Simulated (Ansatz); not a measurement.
# CH5NOSi: two geometries relaxed

Aim: relax the geometries before and after the rotation by 180° about the N1–Si2 bond, and see whether they are two minima and how far apart in energy. SMILES of the start: N[SiH]1CO1.

All numbers below are computed with Ansatz 0.2.0 (RKS CAM-B3LYP/def2-SVP).

**1. The starting structure**

Bond lengths: N1–Si2 1.640 Å, Si2–O4 1.556 Å, C3–O4 1.396 Å, N1–H5 1.037 Å, N1–H6 1.057 Å, Si2–H7 1.502 Å, C3–H8 1.152 Å, C3–H9 1.051 Å. Angles: N1–Si2–O4 109.9°, N1–Si2–H7 109.7°, O4–Si2–H7 118.6°, Si2–N1–H5 110.0°, Si2–N1–H6 111.7°, H5–N1–H6 101.5°, Si2–O4–C3 103.5°, O4–C3–H8 111.6°, O4–C3–H9 119.8°, H8–C3–H9 113.0°.

Coordinates:

```xyz
9

N    -0.7207    1.0466    0.9620
Si    0.5309   -0.0126    0.9999
C     0.1202   -1.0910   -1.0133
O     0.1004   -1.3628    0.3563
H    -1.6211    0.5316    0.9692
H    -0.7754    1.5532    0.0359
H     1.7766    0.6585    0.4967
H     1.1970   -1.0126   -1.4147
H    -0.5195   -0.3572   -1.4091
```

**2. Relaxing end A**

Input file input.yaml:

```yaml
crystal:
  periodic: [false, false, false]
  atoms:
    - { symbol: "N", position_ang: [-0.7207, 1.0466, 0.962] }
    - { symbol: Si, position_ang: [0.5309, -0.0126, 0.9999] }
    - { symbol: C, position_ang: [0.1202, -1.091, -1.0133] }
    - { symbol: O, position_ang: [0.1004, -1.3628, 0.3563] }
    - { symbol: H, position_ang: [-1.6211, 0.5316, 0.9692] }
    - { symbol: H, position_ang: [-0.7754, 1.5532, 0.0359] }
    - { symbol: H, position_ang: [1.7766, 0.6585, 0.4967] }
    - { symbol: H, position_ang: [1.197, -1.0126, -1.4147] }
    - { symbol: H, position_ang: [-0.5195, -0.3572, -1.4091] }
basis:
  gaussian: { orbitals: def2-SVP }
hamiltonian:
  xc: cam_b3lyp
relax:
  f_tol: 0.015
  max_steps: 40
```

Started as:

```sh
$ ansatz run input.yaml --threads 2 --pin off --max-ram 3072MiB --backend cpu --events-out ev --progress --plain --runs-dir out
```

Output, shortened:

```text
Warning: RAYON_NUM_THREADS=2 ignored (pool sized by the plan → 2); use --threads N
[...]
Functional definition: CAM-B3LYP
[...]
912 factors; integrals over basis functions are off by at most 3.5e-4 eV
310 factors; integrals over basis functions are off by at most 6.4e-7 eV
[...]
mean field -12521.56978975 eV, -460.1592023484 hartree, gradient 1.9e-5 eV, S^2 0.000000; 0 other end points of the search recorded, 0 dependent functions left out
[...]
reference -12521.56989592 eV, -460.1592062500 hartree; 20, 20 occupied and 65, 65 virtual orbitals, 912 factors
relax step   1: F+E_penalty+E_count = -12521.56978975 eV  Δ(F+E_penalty+E_count) = +0.000e0 eV  max|allowed force component| = 6.156e0 eV/Å  Δτ_max = 0.0000 Å  (29 SCF iters, accepted)
[...]
relax step   3: F+E_penalty+E_count = -12523.18417143 eV  Δ(F+E_penalty+E_count) = -7.270e-1 eV  max|allowed force component| = 1.540e0 eV/Å  Δτ_max = 0.1949 Å  (33 SCF iters, accepted)
[...]
relax step   5: F+E_penalty+E_count = -12524.31948070 eV  Δ(F+E_penalty+E_count) = -8.830e-1 eV  max|allowed force component| = 2.381e0 eV/Å  Δτ_max = 0.1948 Å  (32 SCF iters, accepted)
[...]
relax step   7: F+E_penalty+E_count = -12525.05001947 eV  Δ(F+E_penalty+E_count) = -1.187e-1 eV  max|allowed force component| = 6.190e-1 eV/Å  Δτ_max = 0.1999 Å  (30 SCF iters, accepted)
[...]
relax step   9: F+E_penalty+E_count = -12525.11670649 eV  Δ(F+E_penalty+E_count) = -3.132e-2 eV  max|allowed force component| = 7.347e-1 eV/Å  Δτ_max = 0.1830 Å  (30 SCF iters, accepted)
[...]
relax step  10: F+E_penalty+E_count = -12525.15768482 eV  Δ(F+E_penalty+E_count) = -4.098e-2 eV  max|allowed force component| = 2.797e-1 eV/Å  Δτ_max = 0.2000 Å  (29 SCF iters, accepted)
[...]
relax step  11: F+E_penalty+E_count = -12525.18537899 eV  Δ(F+E_penalty+E_count) = -2.769e-2 eV  max|allowed force component| = 2.014e-1 eV/Å  Δτ_max = 0.1999 Å  (29 SCF iters, accepted)
[...]
912 factors; integrals over basis functions are off by at most 4.9e-4 eV
310 factors; integrals over basis functions are off by at most 6.1e-7 eV
```

**3. The log goes on: end point A relaxed**

Output, continued, shortened:

```text
mean field -12525.18898008 eV, -460.2922051399 hartree, gradient 1.6e-5 eV, S^2 0.000000; 0 other end points of the search recorded, 0 dependent functions left out
[...]
reference -12525.18908974 eV, -460.2922091699 hartree; 20, 20 occupied and 65, 65 virtual orbitals, 912 factors
relax step  12: F+E_penalty+E_count = -12525.18898008 eV  Δ(F+E_penalty+E_count) = -3.601e-3 eV  max|allowed force component| = 6.482e-1 eV/Å  Δτ_max = 0.2000 Å  (30 SCF iters, accepted)
[...]
relax step  18: F+E_penalty+E_count = -12525.22172197 eV  Δ(F+E_penalty+E_count) = +3.672e-4 eV  max|allowed force component| = 1.351e-1 eV/Å  Δτ_max = 0.0261 Å  (27 SCF iters, rejected (line search))
[...]
relax step  19: F+E_penalty+E_count = -12525.22214421 eV  Δ(F+E_penalty+E_count) = -5.508e-5 eV  max|allowed force component| = 5.959e-3 eV/Å  Δτ_max = 0.0127 Å  (27 SCF iters, accepted)
[...]
Total energy: -12525.22225360 eV, -460.2934279194 hartree
Atom 0 at    -0.853602     1.183163     0.771974 Å, force    -0.004595     0.001353     0.000350 eV/Å
Atom 1 at     0.442594     0.199352     0.284046 Å, force     0.001269     0.001177    -0.000164 eV/Å
Atom 2 at     0.357551    -1.027335    -1.045435 Å, force     0.002030     0.001242     0.002537 eV/Å
Atom 3 at     0.361942    -1.466724     0.373972 Å, force     0.000399    -0.003786    -0.002148 eV/Å
Atom 4 at    -1.824066     0.965367     0.578434 Å, force     0.005959     0.001004     0.000779 eV/Å
Atom 5 at    -0.744843     1.905278     1.473647 Å, force    -0.002534    -0.000112    -0.000201 eV/Å
Atom 6 at     1.697971     0.843649     0.716480 Å, force    -0.000504    -0.000625    -0.001701 eV/Å
Atom 7 at     1.233182    -1.379253    -1.608546 Å, force    -0.000743    -0.000262     0.001162 eV/Å
Atom 8 at    -0.582329    -1.269796    -1.561673 Å, force    -0.001282     0.000011    -0.000614 eV/Å
Dipole moment:    -0.230992     0.551954     0.022028 e Å
```

It took 28 s on 2 threads of Intel Xeon Platinum 8488C (Sapphire Rapids), shared host; peak memory 0.21 GiB.

Relaxation path:

```
step  energy from step 1 (eV)  largest force component (eV/Å)
   1                   0.0000                          6.1556
   2                  -0.8874                          3.6306
   3                  -1.6144                          1.5404
   4                  -1.8667                          2.6943
   5                  -2.7497                          2.3806
   6                  -3.3615                          1.2176
   7                  -3.4802                          0.6190
   8                  -3.5156                          0.2195
   9                  -3.5469                          0.7347
  10                  -3.5879                          0.2797
  11                  -3.6156                          0.2014
  12                  -3.6192                          0.6482
 13x                  -3.5616                          1.0996
  14                  -3.6457                          0.2182
  15                  -3.6502                          0.1715
  16                  -3.6520                          0.0296
  17                  -3.6523                          0.0130
 18x                  -3.6519                          0.1351
  19                  -3.6524                          0.0060
```

Step 1 is the start. 2 steps were tried and not accepted (marked x).

After: Bond lengths: N1–Si2 1.699 Å, Si2–C3 1.811 Å, Si2–O4 1.670 Å, C3–O4 1.486 Å, N1–H5 1.013 Å, N1–H6 1.013 Å, Si2–H7 1.476 Å, C3–H8 1.099 Å, C3–H9 1.099 Å. Angles (14 of 16 angles, heavy atoms first): N1–Si2–C3 124.6°, N1–Si2–O4 121.7°, C3–Si2–O4 50.3°, Si2–C3–O4 59.9°, Si2–O4–C3 69.7°, N1–Si2–H7 108.2°, C3–Si2–H7 123.4°, O4–Si2–H7 117.4°, Si2–N1–H5 123.5°, Si2–N1–H6 122.0°, Si2–C3–H8 123.8°, Si2–C3–H9 122.3°, O4–C3–H8 113.1°, O4–C3–H9 112.7°.

Pairs that crossed the distance rule for bonds on the way: came closer Si2–C3.

**4. Relaxing end B**

The second end starts from a geometry with the move made by hand.

Input file input.yaml:

```yaml
crystal:
  periodic: [false, false, false]
  atoms:
    - { symbol: "N", position_ang: [-0.7207, 1.0466, 0.962] }
    - { symbol: Si, position_ang: [0.5309, -0.0126, 0.9999] }
    - { symbol: C, position_ang: [1.45521, 0.63114, 3.02865] }
    - { symbol: O, position_ang: [1.76817, 0.65485, 1.66793] }
    - { symbol: H, position_ang: [-1.6211, 0.5316, 0.9692] }
    - { symbol: H, position_ang: [-0.7754, 1.5532, 0.0359] }
    - { symbol: H, position_ang: [0.05688, -1.33675, 1.52647] }
    - { symbol: H, position_ang: [1.54118, -0.43128, 3.46526] }
    - { symbol: H, position_ang: [0.61255, 1.15183, 3.37957] }
basis:
  gaussian: { orbitals: def2-SVP }
hamiltonian:
  xc: cam_b3lyp
relax:
  f_tol: 0.015
  max_steps: 40
output:
  orbitals: {}
```

Started as:

```sh
$ ansatz run input.yaml --threads 2 --pin off --max-ram 3072MiB --backend cpu --events-out ev --progress --plain --runs-dir out
```

Output, shortened:

```text
Warning: RAYON_NUM_THREADS=2 ignored (pool sized by the plan → 2); use --threads N
[...]
[... 1 set-up line as earlier in the session ...]
[...]
911 factors; integrals over basis functions are off by at most 3.5e-4 eV
310 factors; integrals over basis functions are off by at most 6.4e-7 eV
[...]
mean field -12521.68323268 eV, -460.1633712991 hartree, gradient 1.3e-5 eV, S^2 0.000000; 0 other end points of the search recorded, 0 dependent functions left out
[...]
reference -12521.68334282 eV, -460.1633753468 hartree; 20, 20 occupied and 65, 65 virtual orbitals, 911 factors
relax step   1: F+E_penalty+E_count = -12521.68323268 eV  Δ(F+E_penalty+E_count) = +0.000e0 eV  max|allowed force component| = 5.425e0 eV/Å  Δτ_max = 0.0000 Å  (29 SCF iters, accepted)
[...]
relax step   4: F+E_penalty+E_count = -12523.53888758 eV  Δ(F+E_penalty+E_count) = -3.861e-1 eV  max|allowed force component| = 1.961e0 eV/Å  Δτ_max = 0.1992 Å  (33 SCF iters, accepted)
[...]
relax step   7: F+E_penalty+E_count = -12524.92282871 eV  Δ(F+E_penalty+E_count) = -3.536e-1 eV  max|allowed force component| = 1.154e0 eV/Å  Δτ_max = 0.1952 Å  (29 SCF iters, accepted)
[...]
relax step  10: F+E_penalty+E_count = -12525.09053001 eV  Δ(F+E_penalty+E_count) = -6.571e-2 eV  max|allowed force component| = 2.747e-1 eV/Å  Δτ_max = 0.1994 Å  (28 SCF iters, accepted)
[...]
relax step  11: F+E_penalty+E_count = -12525.15111037 eV  Δ(F+E_penalty+E_count) = -6.058e-2 eV  max|allowed force component| = 2.378e-1 eV/Å  Δτ_max = 0.2000 Å  (29 SCF iters, accepted)
[...]
relax step  12: F+E_penalty+E_count = -12525.15941831 eV  Δ(F+E_penalty+E_count) = -8.308e-3 eV  max|allowed force component| = 1.095e0 eV/Å  Δτ_max = 0.1967 Å  (30 SCF iters, accepted)
[...]
911 factors; integrals over basis functions are off by at most 3.9e-4 eV
310 factors; integrals over basis functions are off by at most 6.6e-7 eV
[...]
```

**5. More of the same log: end point B relaxed**

The log, continued:

```text
mean field -12525.21295847 eV, -460.2930863296 hartree, gradient 2.1e-5 eV, S^2 0.000000; 0 other end points of the search recorded, 0 dependent functions left out
the calculation of the forces begins
reference -12525.21306751 eV, -460.2930903368 hartree; 20, 20 occupied and 65, 65 virtual orbitals, 911 factors
relax step  13: F+E_penalty+E_count = -12525.21295847 eV  Δ(F+E_penalty+E_count) = -5.354e-2 eV  max|allowed force component| = 2.296e-1 eV/Å  Δτ_max = 0.2000 Å  (29 SCF iters, accepted)
these checks for a lower state are left out or cut short: starts, cluster_reference, orbital_swaps, neighbouring_geometries, increment
911 factors; integrals over basis functions are off by at most 3.8e-4 eV
310 factors; integrals over basis functions are off by at most 6.3e-7 eV
mean field -12525.21404313 eV, -460.2931261899 hartree, gradient 3.5e-5 eV, S^2 0.000000; 0 other end points of the search recorded, 0 dependent functions left out
the calculation of the forces begins
reference -12525.21415198 eV, -460.2931301904 hartree; 20, 20 occupied and 65, 65 virtual orbitals, 911 factors
relax step  14: F+E_penalty+E_count = -12525.21404313 eV  Δ(F+E_penalty+E_count) = -1.085e-3 eV  max|allowed force component| = 1.502e-1 eV/Å  Δτ_max = 0.0547 Å  (26 SCF iters, accepted)
these checks for a lower state are left out or cut short: starts, cluster_reference, orbital_swaps, neighbouring_geometries, increment
911 factors; integrals over basis functions are off by at most 3.9e-4 eV
310 factors; integrals over basis functions are off by at most 6.5e-7 eV
mean field -12525.21942629 eV, -460.2933240176 hartree, gradient 3.6e-5 eV, S^2 0.000000; 0 other end points of the search recorded, 0 dependent functions left out
the calculation of the forces begins
reference -12525.21953535 eV, -460.2933280253 hartree; 20, 20 occupied and 65, 65 virtual orbitals, 911 factors
relax step  15: F+E_penalty+E_count = -12525.21942629 eV  Δ(F+E_penalty+E_count) = -5.383e-3 eV  max|allowed force component| = 7.864e-2 eV/Å  Δτ_max = 0.0426 Å  (26 SCF iters, accepted)
these checks for a lower state are left out or cut short: starts, cluster_reference, orbital_swaps, neighbouring_geometries, increment
911 factors; integrals over basis functions are off by at most 3.9e-4 eV
310 factors; integrals over basis functions are off by at most 6.5e-7 eV
mean field -12525.22126520 eV, -460.2933915963 hartree, gradient 4.4e-5 eV, S^2 0.000000; 0 other end points of the search recorded, 0 dependent functions left out
the calculation of the forces begins
reference -12525.22137415 eV, -460.2933956002 hartree; 20, 20 occupied and 65, 65 virtual orbitals, 911 factors
relax step  16: F+E_penalty+E_count = -12525.22126520 eV  Δ(F+E_penalty+E_count) = -1.839e-3 eV  max|allowed force component| = 6.675e-2 eV/Å  Δτ_max = 0.0702 Å  (25 SCF iters, accepted)
these checks for a lower state are left out or cut short: starts, cluster_reference, orbital_swaps, neighbouring_geometries, increment
911 factors; integrals over basis functions are off by at most 3.6e-4 eV
310 factors; integrals over basis functions are off by at most 6.4e-7 eV
mean field -12525.21720613 eV, -460.2932424283 hartree, gradient 3.6e-5 eV, S^2 0.000000; 0 other end points of the search recorded, 0 dependent functions left out
the calculation of the forces begins
reference -12525.21731485 eV, -460.2932464236 hartree; 20, 20 occupied and 65, 65 virtual orbitals, 911 factors
relax step  17: F+E_penalty+E_count = -12525.21720613 eV  Δ(F+E_penalty+E_count) = +4.059e-3 eV  max|allowed force component| = 3.705e-1 eV/Å  Δτ_max = 0.0345 Å  (26 SCF iters, rejected (line search))
these checks for a lower state are left out or cut short: starts, cluster_reference, orbital_swaps, neighbouring_geometries, increment
911 factors; integrals over basis functions are off by at most 3.8e-4 eV
310 factors; integrals over basis functions are off by at most 6.5e-7 eV
mean field -12525.22202837 eV, -460.2934196421 hartree, gradient 3.3e-5 eV, S^2 0.000000; 0 other end points of the search recorded, 0 dependent functions left out
the calculation of the forces begins
reference -12525.22213712 eV, -460.2934236385 hartree; 20, 20 occupied and 65, 65 virtual orbitals, 911 factors
relax step  18: F+E_penalty+E_count = -12525.22202837 eV  Δ(F+E_penalty+E_count) = -7.632e-4 eV  max|allowed force component| = 1.707e-2 eV/Å  Δτ_max = 0.0171 Å  (27 SCF iters, accepted)
these checks for a lower state are left out or cut short: starts, cluster_reference, orbital_swaps, neighbouring_geometries, increment
911 factors; integrals over basis functions are off by at most 3.8e-4 eV
310 factors; integrals over basis functions are off by at most 6.5e-7 eV
mean field evaluation 128: about -12525.2221 eV, gradient 3.3e-5 eV
mean field -12525.22210251 eV, -460.2934223669 hartree, gradient 3.3e-5 eV, S^2 0.000000; 0 other end points of the search recorded, 0 dependent functions left out
the calculation of the forces begins
reference -12525.22221126 eV, -460.2934263631 hartree; 20, 20 occupied and 65, 65 virtual orbitals, 911 factors
relax step  19: F+E_penalty+E_count = -12525.22210251 eV  Δ(F+E_penalty+E_count) = -7.414e-5 eV  max|allowed force component| = 2.297e-2 eV/Å  Δτ_max = 0.0086 Å  (27 SCF iters, accepted)
these checks for a lower state are left out or cut short: starts, cluster_reference, orbital_swaps, neighbouring_geometries, increment
911 factors; integrals over basis functions are off by at most 3.8e-4 eV
310 factors; integrals over basis functions are off by at most 6.5e-7 eV
mean field -12525.22213951 eV, -460.2934237266 hartree, gradient 1.2e-5 eV, S^2 0.000000; 0 other end points of the search recorded, 0 dependent functions left out
the calculation of the forces begins
reference -12525.22224822 eV, -460.2934277215 hartree; 20, 20 occupied and 65, 65 virtual orbitals, 911 factors
relax step  20: F+E_penalty+E_count = -12525.22213951 eV  Δ(F+E_penalty+E_count) = -3.700e-5 eV  max|allowed force component| = 7.840e-3 eV/Å  Δτ_max = 0.0069 Å  (23 SCF iters, accepted)
911 factors; integrals over basis functions are off by at most 3.8e-4 eV
310 factors; integrals over basis functions are off by at most 6.5e-7 eV
mean field -12525.22213951 eV, -460.2934237266 hartree, gradient 1.2e-5 eV, S^2 0.000000; 1 other end points of the search recorded, 0 dependent functions left out
the calculation of the forces begins
reference -12525.22224822 eV, -460.2934277215 hartree; 20, 20 occupied and 65, 65 virtual orbitals, 911 factors
Total energy: -12525.22224822 eV, -460.2934277215 hartree
Atom 0 at    -0.904634     0.824979     0.732535 Å, force    -0.003124    -0.000391    -0.003981 eV/Å
Atom 1 at     0.417332     0.007916     1.418849 Å, force    -0.004595    -0.003124     0.000943 eV/Å
Atom 2 at     1.087180     0.345733     3.066973 Å, force    -0.001432    -0.002583     0.001072 eV/Å
Atom 3 at     1.814632     0.811235     1.857953 Å, force     0.004611     0.002240     0.007840 eV/Å
Atom 4 at    -1.224661     1.732419     1.049699 Å, force     0.000439     0.001084     0.000064 eV/Å
Atom 5 at    -1.288349     0.565956    -0.168227 Å, force     0.000794    -0.000475     0.001605 eV/Å
Atom 6 at     0.567519    -1.288468     0.729852 Å, force    -0.000125     0.000924    -0.000125 eV/Å
Atom 7 at     1.655193    -0.386799     3.657369 Å, force     0.000983     0.002901    -0.003830 eV/Å
Atom 8 at     0.723479     1.175619     3.689878 Å, force     0.002448    -0.000577    -0.003588 eV/Å
Dipole moment:    -0.570144    -0.027873    -0.178429 e Å
```

Wall time 30 s (2 threads of Intel Xeon Platinum 8488C (Sapphire Rapids), shared host); peak memory 0.21 GiB.

The steps of the relaxation:

```
step  energy from step 1 (eV)  largest force component (eV/Å)
   1                   0.0000                          5.4255
   2                  -0.8435                          3.1675
   3                  -1.4695                          1.1730
   4                  -1.8557                          1.9607
   5                  -2.3543                          4.0123
   6                  -2.8860                          4.3629
   7                  -3.2396                          1.1538
   8                  -3.3117                          0.7436
   9                  -3.3416                          0.6452
  10                  -3.4073                          0.2747
  11                  -3.4679                          0.2378
  12                  -3.4762                          1.0948
  13                  -3.5297                          0.2296
  14                  -3.5308                          0.1502
  15                  -3.5362                          0.0786
  16                  -3.5380                          0.0667
 17x                  -3.5340                          0.3705
  18                  -3.5388                          0.0171
  19                  -3.5389                          0.0230
  20                  -3.5389                          0.0078
```

Step 1 is the start. 1 step was tried and not accepted (marked x).

After: Bond lengths: N1–Si2 1.699 Å, Si2–C3 1.811 Å, Si2–O4 1.671 Å, C3–O4 1.486 Å, N1–H5 1.013 Å, N1–H6 1.013 Å, Si2–H7 1.476 Å, C3–H8 1.099 Å, C3–H9 1.100 Å. Angles (14 of 16 angles, heavy atoms first): N1–Si2–C3 124.5°, N1–Si2–O4 121.7°, C3–Si2–O4 50.3°, Si2–C3–O4 59.9°, Si2–O4–C3 69.7°, N1–Si2–H7 108.2°, C3–Si2–H7 123.4°, O4–Si2–H7 117.4°, Si2–N1–H5 123.4°, Si2–N1–H6 122.1°, Si2–C3–H8 123.8°, Si2–C3–H9 122.3°, O4–C3–H8 113.1°, O4–C3–H9 112.7°.

Pairs that crossed the distance rule for bonds on the way: came closer Si2–C3.

**6. Summary of results**

```
                           quantity                     value
                              end A  16 moves, 3.652 eV lower
                              end B  18 moves, 3.539 eV lower
largest difference between the ends                    0.01 Å
            end B relative to end A                 +0.000 eV
```

What this shows: Both starts fell into the same minimum (no atom differs by more than 0.01 Å), so from this start no second minimum was found and no band was run; another arrangement could still be one.
